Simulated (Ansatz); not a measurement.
# GdSnGe: the cost of one run

Method: DFT r²SCAN, scalar-relativistic, plane waves, PAW, in Ansatz 0.2.0.

1 further run of the same task is left out (set aside as unsound or not needed). Runs told in other sessions of the task aren't counted.

## (1) Starting point

The cell holds 24 atoms (Gd8Ge8NaSn7): a = 8.555 Å, b = 8.719 Å, c = 9.147 Å, α = 83.41°, β = 62.12°, γ = 75.80°.

The coordinates of this cell stand in the input of its own run.

The host was relaxed before at r²SCAN: a = 4.277 Å, b = 16.906 Å, c = 4.043 Å, α = 90.00°, β = 90.00°, γ = 90.00° (conventional cell), 24.362 Å³/atom.

Places, in fractions of the supercell: Na in place of Sn at (0.184, 0.514, 0.875). Its neighbours start displaced at random, with a spread of 0.03 Å in each coordinate.

## (2) The perfect crystal in the supercell of 24 atoms

Contents of input.yaml:

```yaml
crystal:
  lattice:
    - [8.5546123307, 0.0, 0.0]
    - [2.1386530827, -8.4529245316, 0.0]
    - [4.2773061654, 0.0, -8.085723533]
  atoms:
    - { symbol: Gd, position: [0.3605056646, 0.8079773414, 0.875], spin: 7.8 }
    - { symbol: Gd, position: [0.6105056646, 0.8079773414, 0.375], spin: 7.8 }
    - { symbol: Gd, position: [0.8605056646, 0.8079773414, 0.875], spin: 7.8 }
    - { symbol: Gd, position: [0.1105056646, 0.8079773414, 0.375], spin: 7.8 }
    - { symbol: Gd, position: [0.3894943354, 0.1920226586, 0.625], spin: 7.8 }
    - { symbol: Gd, position: [0.6394943354, 0.1920226586, 0.125], spin: 7.8 }
    - { symbol: Gd, position: [0.8894943354, 0.1920226586, 0.625], spin: 7.8 }
    - { symbol: Gd, position: [0.1394943354, 0.1920226586, 0.125], spin: 7.8 }
    - { symbol: Ge, position: [0.5381741402, 0.097303439, 0.875] }
    - { symbol: Ge, position: [0.7881741402, 0.097303439, 0.375] }
    - { symbol: Ge, position: [0.0381741402, 0.097303439, 0.875] }
    - { symbol: Ge, position: [0.2881741402, 0.097303439, 0.375] }
    - { symbol: Ge, position: [0.2118258598, 0.902696561, 0.625] }
    - { symbol: Ge, position: [0.4618258598, 0.902696561, 0.125] }
    - { symbol: Ge, position: [0.7118258598, 0.902696561, 0.625] }
    - { symbol: Ge, position: [0.9618258598, 0.902696561, 0.125] }
    - { symbol: Sn, position: [0.1839681487, 0.5141274052, 0.875] }
    - { symbol: Sn, position: [0.4339681487, 0.5141274052, 0.375] }
    - { symbol: Sn, position: [0.6839681487, 0.5141274052, 0.875] }
    - { symbol: Sn, position: [0.9339681487, 0.5141274052, 0.375] }
    - { symbol: Sn, position: [0.5660318513, 0.4858725948, 0.625] }
    - { symbol: Sn, position: [0.8160318513, 0.4858725948, 0.125] }
    - { symbol: Sn, position: [0.0660318513, 0.4858725948, 0.625] }
    - { symbol: Sn, position: [0.3160318513, 0.4858725948, 0.125] }
basis:
  ecutwfc: 500
  xc_grid: 3
kpoints:
  mp_grid: { grid: [3, 3, 3], shift: [0.0, 0.0, 0.0] }
hamiltonian:
  xc: r2scan
scf:
  occupations: { method: gaussian, width: 0.05 }
  lower_state_search: "off"
output:
  forces: true
  stress: true
  eigenvalues: true
  populations: true
magnetization:
  spin_polarized: true
```

Run with:

```bash
$ ansatz run input.yaml --threads 8 --pin off --max-ram 14336MiB --backend cpu --events-out ev --progress --plain --runs-dir out
```

What time and memory should one allow on 8 threads of Arm Neoverse V1, shared host?

About 2.9 min, with a peak of 8.6 GiB.
